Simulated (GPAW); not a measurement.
The system is NbRu3C.

```xyz
5
Lattice="4.0651 0.0000 0.0000 0.0000 4.0651 0.0000 0.0000 0.0000 4.0651" Properties=species:S:1:pos:R:3 pbc="T T T"
Ru    2.0326    2.0326    0.0000
Ru    2.0326    0.0000    2.0326
Ru    0.0000    2.0326    2.0326
Nb    0.0000    0.0000    0.0000
C     2.0326    2.0326    2.0326
```

The cell comes from a database or a generator and needn't be the stable form of this composition.

Program: GPAW 26.7.0. Alike in all runs: cell as given; smearing fermi-dirac 0.05 eV.

Q: Order these runs on this cell by their pressure, lowest first.
A. level LDA; potentials or basis the program's PAW data sets (release 1.2.1) made for this functional, pw; spin off; k mesh 5 × 5 × 5; cutoff (eV) 600; maxiter 120; convergence default
B. level PBEsol; potentials or basis PAW data sets generated in the run's folder for this functional, pw; spin SOC, no magnetisation; k mesh 7 × 7 × 7; cutoff (eV) 800; maxiter 150; band path GXMGRX,MR; band points 80; spin axis theta (degrees) 54.7
C. level PBE; potentials or basis GPAW PAW data sets (gpaw-data 1.2.1), pw; spin off; k mesh 5 × 5 × 5; cutoff (eV) 800; maxiter 150; band path GXMGRX,MR; band points 60
D. level r2SCAN; potentials or basis GPAW PAW data sets (gpaw-data 1.2.1), pw; spin off; k mesh 5 × 5 × 5; cutoff (eV) 800; maxiter 150; band path GXMGRX,MR; band points 60

A: A (-17.8 GPa), B (-12.1 GPa), D (-6.7 GPa), C (-3.4 GPa).

Caveats: the cutoff is short for stress and forces, so pressures can be off by a GPa or more (some runs); so large a pressure means that the cell lies far from this level's equilibrium, or that cutoff or potentials fall short (some runs); spin-orbit coupling was added after a scalar SCF, so levels and gaps hold it while energy, forces, pressure and moments don't (some runs); the PAW data sets were made with another functional, which shifts forces and pressure a little (some runs).

Not every run made on this cell is shown here.
